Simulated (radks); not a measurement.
# Be in [He] 2s1.75 2p0.25: an all-electron calculation

An exercise on one series of results from a longer session: the logs are not shown, and one member is left open.

Method: non-relativistic Kohn-Sham, PBE, spin-polarised, spherical densities, point nucleus; open shells are filled with parallel spins first. Code: radks (a radial shooting solver on a logarithmic mesh, Libxc functionals) version 1.

## Starting point

| Property | Result |
| --- | --- |
| element | beryllium (Z = 4) |
| charge | 0 |
| electrons | 4 |
| configuration | [He] 2s1.75 2p0.25 |

The first run:

Input:

```text
Z 4
configuration [He] 2s1.75 2p0.25 3s0 3p0
relativity non-relativistic
functional pbe,pbe
spin polarised
nucleus point
```

On the command line:

```bash
$ python run_ks.py task.json out
```

All runs below come from this command, one after another.

One table of the session follows, with a row left open; its other results are not shown here.

It belongs to the step «Shells». Sizes of the orbitals, from the radial functions (bohr):

| level | <r> | outermost maximum (interpolated) | 90 % within |
| --- | --- | --- | --- |
| 1s up | 0.4208 | 0.266 | 0.759 |
| 1s down | 0.4208 | 0.266 | 0.759 |
| 2s up | 2.579 | 2.03 | 4.09 |
| 2s down | 2.610 | 2.04 | 4.16 |
| 2p up | 3.137 | 2.26 | 5.32 |
| 2p down | ? | ? | ? |

**Question.** Estimate the row for 2p down.

The run gave: <r>: 3.250; outermost maximum (interpolated): 2.29; 90 % within: 5.56. In the column «<r>» it is the highest.
